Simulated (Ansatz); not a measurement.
# C₃H₃BCl₂O₂: one species, many methods

One table from this session's results is given with a row withheld; the runs are named, their logs left out.

The runs use Ansatz 0.2.0, Gaussian basis; functionals in def2-TZVPP, the program's frozen cores in correlated methods.

The runs, in order: LDA (SPW92), PBE-D4, revPBE-D4, BLYP-D4, r2SCAN-D4, B97M-V, PBE0-D4, B3LYP-D4, r2SCANh-D4, r2SCAN0-D4, HSE06-D4, BHLYP-D4, CAM-B3LYP-D4, LC-ωPBE, ωB97X-V, ωB97M-V, B2PLYP, PBE-QIDH; CCSD(T)/def2-SVP; MP2/def2-TZVPP; MP2/def2-QZVPP; RPA on PBE.

**The relaxed structure**

All runs share one geometry, relaxed beforehand with PBE0-D4 in a triple-zeta def2 set.

SMILES `Cl[B-]1(Cl)OC=CC=[O+]1`, 11 atoms, charge 0, spin multiplicity 1.

Atoms are counted from 1 here; the program's logs count them from 0.

Bond lengths: Cl1–B2 1.823 Å, B2–Cl3 1.806 Å, B2–O4 1.504 Å, B2–O8 1.504 Å, O4–C5 1.273 Å, C5–C6 1.382 Å, C5–H9 1.089 Å, C6–C7 1.382 Å, C6–H10 1.078 Å, C7–O8 1.273 Å, C7–H11 1.089 Å. Angles: Cl1–B2–Cl3 114.9°, Cl1–B2–O4 107.7°, Cl1–B2–O8 107.7°, Cl3–B2–O4 108.6°, Cl3–B2–O8 108.6°, O4–B2–O8 109.3°, B2–O4–C5 121.6°, O4–C5–C6 123.8°, O4–C5–H9 114.7°, C6–C5–H9 121.5°, C5–C6–C7 116.7°, C5–C6–H10 121.5°, C7–C6–H10 121.5°, C6–C7–O8 123.8°, C6–C7–H11 121.5°, O8–C7–H11 114.7°, B2–O8–C7 121.6°.

Set-up of the first run:

File in.yaml:

```yaml
crystal:
  periodic: [false, false, false]
  atoms:
    - {symbol: Cl, position_ang: [-1.002715, -1.572481, 1.963815]}
    - {symbol: B, position_ang: [0.425080, -0.751844, 1.181612]}
    - {symbol: Cl, position_ang: [2.008102, -1.027660, 2.006463]}
    - {symbol: O, position_ang: [0.147285, 0.726406, 1.159785]}
    - {symbol: C, position_ang: [-0.314761, 1.302857, 0.123363]}
    - {symbol: C, position_ang: [-0.457205, 0.680349, -1.102631]}
    - {symbol: C, position_ang: [0.048559, -0.601560, -1.211023]}
    - {symbol: O, position_ang: [0.526159, -1.258576, -0.231126]}
    - {symbol: H, position_ang: [-0.566145, 2.353700, 0.260592]}
    - {symbol: H, position_ang: [-0.845306, 1.207070, -1.959996]}
    - {symbol: H, position_ang: [0.096247, -1.115261, -2.170255]}
basis:
  gaussian: {orbitals: def2-TZVPP}
hamiltonian: {xc: lda}
output: {orbitals: {seedname: orbitals}}
```

Run with:

```
> ansatz run in.yaml --threads 4 --pin off --events-out ev --progress --plain --max-ram 11315MiB
```

Steps of the session up to this table: LDA; PBE-D4 (GGA); revPBE-D4 (GGA); BLYP-D4 (GGA); r2SCAN-D4 (meta-GGA); B97M-V (meta-GGA); B3LYP-D4 (hybrid); r2SCANh-D4 (hybrid); r2SCAN0-D4 (hybrid); HSE06-D4 (hybrid); BHLYP-D4 (hybrid); CAM-B3LYP-D4 (range-separated); LC-ωPBE (range-separated); ωB97X-V (range-separated); ωB97M-V (range-separated); B2PLYP (double hybrid); PBE-QIDH (double hybrid).

One table of the session follows, with a row left open; its other results are not shown here.

It belongs to the step «Orbital energies across the functionals». 

```
  functional  HOMO (eV)  LUMO (eV)  gap (eV)
 LDA (SPW92)      -6.78      -4.20      2.58
      PBE-D4      -6.62      -3.94      2.69
   revPBE-D4      -6.56      -3.84      2.72
     BLYP-D4      -6.44      -3.80      2.64
   r2SCAN-D4      -6.94      -3.85      3.09
      B97M-V      -7.03      -3.77      3.27
     PBE0-D4      -7.95      -3.09      4.86
    B3LYP-D4      -7.67      -3.30      4.37
  r2SCANh-D4      -7.43      -3.53      3.90
  r2SCAN0-D4      -8.16      -3.04      5.12
    HSE06-D4      -7.55      -3.47      4.07
    BHLYP-D4      -9.12      -2.07      7.05
CAM-B3LYP-D4      -9.29      -1.99      7.29
     LC-ωPBE     -10.70      -0.89      9.82
     ωB97X-V     -10.33      -0.90      9.43
     ωB97M-V          ?          ?         ?
```

**Question.** Estimate the row for ωB97M-V.

As computed: HOMO (eV): -10.18; LUMO (eV): -0.95; gap (eV): 9.23. In the column «HOMO (eV)» it lies between ωB97X-V (-10.33) and CAM-B3LYP-D4 (-9.29).
